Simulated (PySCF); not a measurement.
# [PbI2]2+: other spin states, a change of charge and excitations

Aim: at the relaxed geometry of [PbI2]2+, try other spin states, a change of charge and excitations. It is a constructed species; whether it can be made isn't addressed.

Computed with PySCF 2.14.0. Level: TPSS, Pb def2-SVP with ECP60, I def2-SVP with ECP28; scalar-relativistic core potentials, no spin–orbit coupling.

2 further runs of the same task are left out: 1 for a known fault of the program, 1 that didn't finish.

## Step 1: Starting geometry

3 atoms, charge 2, spin multiplicity 1.

Bond lengths: Pb1–I2 2.671 Å, Pb1–I3 2.671 Å. Angles: I2–Pb1–I3 180.0°.

Coordinates:

```xyz
3

Pb    0.0000    0.0000    0.0000
I     0.0000    0.0000    2.6709
I     0.0000    0.0000   -2.6709
```

Formal oxidation states: Pb +4. An earlier session relaxed this geometry at TPSS, Pb def2-SVP with ECP60, I def2-SVP with ECP28 (singlet, point group D∞h).

Its energy there is -787.277097 Eh.

## Step 2: Multiplicity 3 at the relaxed geometry

File run.py (the lines that set the calculation):

```python
mol = gto.M(atom='''
Pb     0.00000     0.00000     0.00000
I      0.00000     0.00000     2.67085
I      0.00000     0.00000    -2.67085''',
    basis={'Pb': 'def2-SVP', 'I': 'def2-SVP'},
    ecp={'Pb': 'def2-SVP', 'I': 'def2-SVP'},
    charge=2, spin=2)
mf = dft.UKS(mol, xc='TPSS')
mf.grids.atom_grid = (50, 194)
mf = mf.density_fit()  # fitting sets: Pb def2-universal-JKFIT, I def2-universal-JKFIT
mf.conv_tol = 1e-08; mf.max_cycle = 55
mf.kernel(dm0)  # dm0: free metal ions and neutral atoms
```

The run is started by

```bash
OMP_NUM_THREADS=2 python run.py
```

Log:

```text
init E= -786.957610037406
cycle= 1 E= -786.207972993344  delta_E= 0.75  |g|= 1.05  |ddm|= 2.96
cycle= 2 E= -783.230218469742  delta_E= 2.98  |g|= 2.08  |ddm|= 4.44
cycle= 3 E= -787.139245237437  delta_E= -3.91  |g|= 0.317  |ddm|= 2.96
cycle= 4 E= -787.243292940346  delta_E= -0.104  |g|= 0.0948  |ddm|=  1.4
cycle= 5 E= -787.248724624009  delta_E= -0.00543  |g|= 0.0338  |ddm|= 1.16
cycle= 6 E= -787.248734221001  delta_E= -9.6e-06  |g|= 0.0331  |ddm|= 1.15
cycle= 7 E= -787.249342374741  delta_E= -0.000608  |g|= 0.0231  |ddm|= 1.15
cycle= 8 E= -787.249433176649  delta_E= -9.08e-05  |g|= 0.0213  |ddm|= 0.535
cycle= 9 E= -787.249590815681  delta_E= -0.000158  |g|= 0.0175  |ddm|= 0.217
cycle= 10 E= -787.249713208033  delta_E= -0.000122  |g|= 0.014  |ddm|= 0.0169
cycle= 11 E= -787.249900004156  delta_E= -0.000187  |g|= 0.00512  |ddm|= 0.0284
cycle= 12 E= -787.249906336019  delta_E= -6.33e-06  |g|= 0.00445  |ddm|= 0.0136
cycle= 13 E= -787.249928553566  delta_E= -2.22e-05  |g|= 0.000779  |ddm|= 0.00962
cycle= 14 E= -787.249929210524  delta_E= -6.57e-07  |g|= 0.000139  |ddm|= 0.00179
cycle= 15 E= -787.249929223466  delta_E= -1.29e-08  |g|= 9.05e-05  |ddm|= 0.000251
cycle= 16 E= -787.249929225592  delta_E= -2.13e-09  |g|= 8.37e-05  |ddm|= 0.000232
Extra cycle  E= -787.249929223549  delta_E= 2.04e-09  |g|= 6.02e-05  |ddm|= 0.00144
converged SCF energy = -787.249929223549  <S^2> = 2.0105633  2S+1 = 3.007034
```

It took 4.2 s on 2 threads of Arm Neoverse V1, shared host.

Result: E = -787.249929 Eh (+0.739 eV from the relaxed state), HOMO -16.27 eV, LUMO -16.83 eV (over both spins), ⟨S²⟩ = 2.011, Mulliken charge on Pb1 +0.94 e. An empty level of one spin lies below a filled level of the other.

## Step 3: One electron removed, multiplicity 2

Edit run.py (the lines that set the calculation) of step 2 so:

```diff
@@ -6,3 +6,3 @@
     ecp={'Pb': 'def2-SVP', 'I': 'def2-SVP'},
-    charge=2, spin=2)
+    charge=3, spin=1)
 mf = dft.UKS(mol, xc='TPSS')
@@ -11,2 +11,2 @@
 mf.conv_tol = 1e-08; mf.max_cycle = 55
-mf.kernel(dm0)  # dm0: free metal ions and neutral atoms
+mf.kernel(dm0)  # dm0: the density of the relaxed state
```

The run is started by

```bash
OMP_NUM_THREADS=2 python run.py
```

Log:

```text
init E= -787.279452286575
cycle= 1 E= -786.535843825568  delta_E= 0.744  |g|= 0.135  |ddm|= 0.813
  HOMO = -0.853853223721  LUMO = -0.852821640864  gap/eV = 0.02807
cycle= 2 E= -786.531782749005  delta_E= 0.00406  |g|= 0.164  |ddm|= 1.34
  HOMO = -0.828052350167  LUMO = -0.826919878228  gap/eV = 0.03082
cycle= 3 E= -786.543187457488  delta_E= -0.0114  |g|= 0.0939  |ddm|= 1.27
cycle= 4 E= -786.482622458376  delta_E= 0.0606  |g|= 0.239  |ddm|= 0.686
cycle= 5 E= -786.548617078425  delta_E= -0.066  |g|= 0.055  |ddm|= 0.65
cycle= 6 E= -786.55122860417  delta_E= -0.00261  |g|= 0.0246  |ddm|= 0.0735
  HOMO = -0.822383858489  LUMO = -0.821181700622  gap/eV = 0.03271
cycle= 7 E= -786.551779796185  delta_E= -0.000551  |g|= 0.00939  |ddm|= 0.0351
  HOMO = -0.822415881245  LUMO = -0.821193598114  gap/eV = 0.03326
cycle= 8 E= -786.551867892628  delta_E= -8.81e-05  |g|= 0.00269  |ddm|= 0.0163
  HOMO = -0.82238478304  LUMO = -0.821205272717  gap/eV = 0.03210
cycle= 9 E= -786.551875106  delta_E= -7.21e-06  |g|= 0.000687  |ddm|= 0.00694
  HOMO = -0.822366631916  LUMO = -0.821212141512  gap/eV = 0.03142
cycle= 10 E= -786.551875491602  delta_E= -3.86e-07  |g|= 0.000358  |ddm|= 0.00859
  HOMO = -0.822361734469  LUMO = -0.821214820277  gap/eV = 0.03121
cycle= 11 E= -786.55187558998  delta_E= -9.84e-08  |g|= 0.000146  |ddm|= 0.00319
  HOMO = -0.822356474687  LUMO = -0.821216799356  gap/eV = 0.03101
cycle= 12 E= -786.551875610208  delta_E= -2.02e-08  |g|= 0.000132  |ddm|= 0.00294
  HOMO = -0.822356272413  LUMO = -0.821217832068  gap/eV = 0.03098
...
cycle= 38 E= -786.551877242583  delta_E= -1.08e-07  |g|= 0.000273  |ddm|= 0.0539
  HOMO = -0.82236326689  LUMO = -0.821207895943  gap/eV = 0.03144
cycle= 39 E= -786.551877369866  delta_E= -1.27e-07  |g|= 0.000191  |ddm|= 0.0549
  HOMO = -0.822354770827  LUMO = -0.821216341646  gap/eV = 0.03098
cycle= 40 E= -786.551877366806  delta_E= 3.06e-09  |g|= 0.000155  |ddm|= 0.0139
  HOMO = -0.822340634586  LUMO = -0.821230295492  gap/eV = 0.03021
cycle= 41 E= -786.551876832988  delta_E= 5.34e-07  |g|= 0.000721  |ddm|= 0.00175
  HOMO = -0.822317691789  LUMO = -0.821253702139  gap/eV = 0.02895
cycle= 42 E= -786.551874428334  delta_E= 2.4e-06  |g|= 0.00166  |ddm|= 0.00313
  HOMO = -0.822328244888  LUMO = -0.821243389009  gap/eV = 0.02952
cycle= 43 E= -786.551875765713  delta_E= -1.34e-06  |g|= 0.00124  |ddm|= 0.0206
  HOMO = -0.822363464987  LUMO = -0.821207546703  gap/eV = 0.03145
cycle= 44 E= -786.551877394976  delta_E= -1.63e-06  |g|= 0.000199  |ddm|= 0.037
  HOMO = -0.822362981618  LUMO = -0.821208550355  gap/eV = 0.03141
cycle= 45 E= -786.551877407354  delta_E= -1.24e-08  |g|= 0.000169  |ddm|= 0.0036
  HOMO = -0.822358276467  LUMO = -0.821213305913  gap/eV = 0.03116
cycle= 46 E= -786.551877437799  delta_E= -3.04e-08  |g|= 2.23e-05  |ddm|= 0.00367
  HOMO = -0.822358863116  LUMO = -0.821212661689  gap/eV = 0.03119
cycle= 47 E= -786.55187743834  delta_E= -5.41e-10  |g|= 2.55e-06  |ddm|= 0.00106
  HOMO = -0.822358971023  LUMO = -0.821212640416  gap/eV = 0.03119
Extra cycle  E= -786.551877438345  delta_E= -5.46e-12  |g|= 1.17e-06  |ddm|= 7.14e-06
converged SCF energy = -786.551877438345  <S^2> = 0.75716754  2S+1 = 2.0071547
```

Wall time 10 s (2 threads of Arm Neoverse V1, shared host).

Result: E = -786.551877 Eh (+19.734 eV from the relaxed state), HOMO -22.38 eV, LUMO -22.35 eV (over both spins), ⟨S²⟩ = 0.757, Mulliken charge on Pb1 +1.15 e. 

## Step 4: One electron added, multiplicity 2

Edit run.py (the lines that set the calculation) of step 3 so:

```diff
@@ -6,3 +6,3 @@
     ecp={'Pb': 'def2-SVP', 'I': 'def2-SVP'},
-    charge=3, spin=1)
+    charge=1, spin=1)
 mf = dft.UKS(mol, xc='TPSS')
```

The run is started by

```bash
OMP_NUM_THREADS=2 python run.py
```

Log:

```text
init E= -787.279321460959
  HOMO = -0.597213508721  LUMO = -0.59343063397  gap/eV = 0.10294
cycle= 1 E= -787.759221811215  delta_E= -0.48  |g|= 0.137  |ddm|= 1.31
  HOMO = -0.36968628016  LUMO = -0.348057746158  gap/eV = 0.58854
cycle= 2 E= -787.766086997812  delta_E= -0.00687  |g|= 0.127  |ddm|= 0.656
  HOMO = -0.395992904807  LUMO = -0.373418547554  gap/eV = 0.61428
cycle= 3 E= -787.773549356664  delta_E= -0.00746  |g|= 0.04  |ddm|= 0.258
  HOMO = -0.398724253994  LUMO = -0.375616572992  gap/eV = 0.62879
cycle= 4 E= -787.774462936216  delta_E= -0.000914  |g|= 0.024  |ddm|= 0.115
  HOMO = -0.400466613141  LUMO = -0.376873336403  gap/eV = 0.64201
cycle= 5 E= -787.774963251914  delta_E= -0.0005  |g|= 0.00178  |ddm|= 0.0391
  HOMO = -0.400578071208  LUMO = -0.376849208775  gap/eV = 0.64570
cycle= 6 E= -787.774965077231  delta_E= -1.83e-06  |g|= 0.000561  |ddm|= 0.00341
  HOMO = -0.400566891988  LUMO = -0.376776002407  gap/eV = 0.64738
cycle= 7 E= -787.774964726932  delta_E= 3.5e-07  |g|= 0.000776  |ddm|= 0.00226
  HOMO = -0.400565236802  LUMO = -0.376767074405  gap/eV = 0.64758
cycle= 8 E= -787.774965363516  delta_E= -6.37e-07  |g|= 3.15e-05  |ddm|= 0.00156
  HOMO = -0.400564414271  LUMO = -0.376760552789  gap/eV = 0.64774
cycle= 9 E= -787.774965364993  delta_E= -1.48e-09  |g|= 8.57e-06  |ddm|= 0.000103
  HOMO = -0.400565260336  LUMO = -0.376761342719  gap/eV = 0.64774
Extra cycle  E= -787.774965364667  delta_E= 3.26e-10  |g|= 2.18e-05  |ddm|= 5.67e-05
converged SCF energy = -787.774965364667  <S^2> = 0.75204879  2S+1 = 2.0020477
```

It took 2.4 s on 2 threads of Arm Neoverse V1, shared host.

It gives: E = -787.774965 Eh (-13.548 eV from the relaxed state), HOMO -10.90 eV, LUMO -10.25 eV (over both spins), ⟨S²⟩ = 0.752, Mulliken charge on Pb1 +0.77 e. 

## Step 5: Singlet excitations, Tamm-Dancoff B3LYP

Edit run.py (the lines that set the calculation) of step 4 so:

```diff
@@ -6,4 +6,4 @@
     ecp={'Pb': 'def2-SVP', 'I': 'def2-SVP'},
-    charge=1, spin=1)
-mf = dft.UKS(mol, xc='TPSS')
+    charge=2, spin=0)
+mf = dft.RKS(mol, xc='B3LYP')
 mf.grids.atom_grid = (50, 194)
```

The run is started by

```bash
OMP_NUM_THREADS=2 python run.py
```

Log:

```text
init E= -787.799247484303
  HOMO = -0.656613891098463  LUMO = -0.578461714401591  gap/eV = 2.12663
cycle= 1 E= -787.800369081755  delta_E= -0.00112  |g|= 0.0277  |ddm|= 0.188
  HOMO = -0.655046959301549  LUMO = -0.57772596149601  gap/eV = 2.10401
cycle= 2 E= -787.800106968168  delta_E= 0.000262  |g|= 0.0327  |ddm|= 0.0801
  HOMO = -0.65689971154432  LUMO = -0.578612182498033  gap/eV = 2.13031
cycle= 3 E= -787.800469963743  delta_E= -0.000363  |g|= 0.0117  |ddm|= 0.0713
  HOMO = -0.656760849283998  LUMO = -0.578821326346023  gap/eV = 2.12084
cycle= 4 E= -787.800524785036  delta_E= -5.48e-05  |g|= 0.000453  |ddm|= 0.0201
  HOMO = -0.65666859798073  LUMO = -0.578712307917859  gap/eV = 2.12130
cycle= 5 E= -787.800524816181  delta_E= -3.11e-08  |g|= 0.000237  |ddm|= 0.00112
  HOMO = -0.656672772423985  LUMO = -0.578714288674936  gap/eV = 2.12136
cycle= 6 E= -787.80052483831  delta_E= -2.21e-08  |g|= 0.000108  |ddm|= 0.000608
  HOMO = -0.656678369694067  LUMO = -0.578718113926891  gap/eV = 2.12141
cycle= 7 E= -787.800524844033  delta_E= -5.72e-09  |g|= 1.76e-05  |ddm|= 0.000218
  HOMO = -0.656676071933859  LUMO = -0.578716377234904  gap/eV = 2.12139
Extra cycle  E= -787.80052484385  delta_E= 1.82e-10  |g|= 2.5e-05  |ddm|= 6.84e-05
converged SCF energy = -787.80052484385
```

It took 8.6 s on 2 threads of Arm Neoverse V1, shared host.

Read off: E = -787.800525 Eh, HOMO -17.87 eV, LUMO -15.75 eV, Mulliken charge on Pb1 +0.97 e. 

Singlet excitations:

| state | energy (eV) | oscillator strength |
| --- | --- | --- |
| 1 | 1.25 | 0.0000 |
| 2 | 1.25 | 0.0000 |
| 3 | 1.67 | 0.0014 |
| 4 | 1.67 | 0.0014 |
| 5 | 3.39 | 0.0000 |
| 6 | 3.49 | 0.0000 |
| 7 | 3.49 | 0.0000 |
| 8 | 3.60 | 0.0000 |

## Step 6: The states side by side

| state | energy from the relaxed state (eV) | ⟨S²⟩ | time |
| --- | --- | --- | --- |
| charge +2, singlet, vacuum (relaxed) | 0 | 0.00 |  |
| charge +1, doublet, vacuum | -13.55 | 0.75 | 2.4 s |
| charge +2, triplet, vacuum | 0.74 | 2.01 | 4.2 s |
| charge +3, doublet, vacuum | 19.73 | 0.76 | 10 s |

An electron taken off or put on is at rest in vacuum. 

In the excitation run (B3LYP), the lowest singlet lies at 1.25 eV (gaps between orbitals at other levels can't be set against it), and the brightest of the eight at 1.67 eV (f = 0.001); spin–orbit coupling would mix in triplets. Removing an electron vertically costs 19.73 eV (doublet), against −HOMO = 17.12 eV. Adding an electron vertically releases 13.55 eV (doublet). The triplet lies 0.74 eV above at this geometry. The bases are small and lack diffuse functions. Spin–orbit coupling is left out.
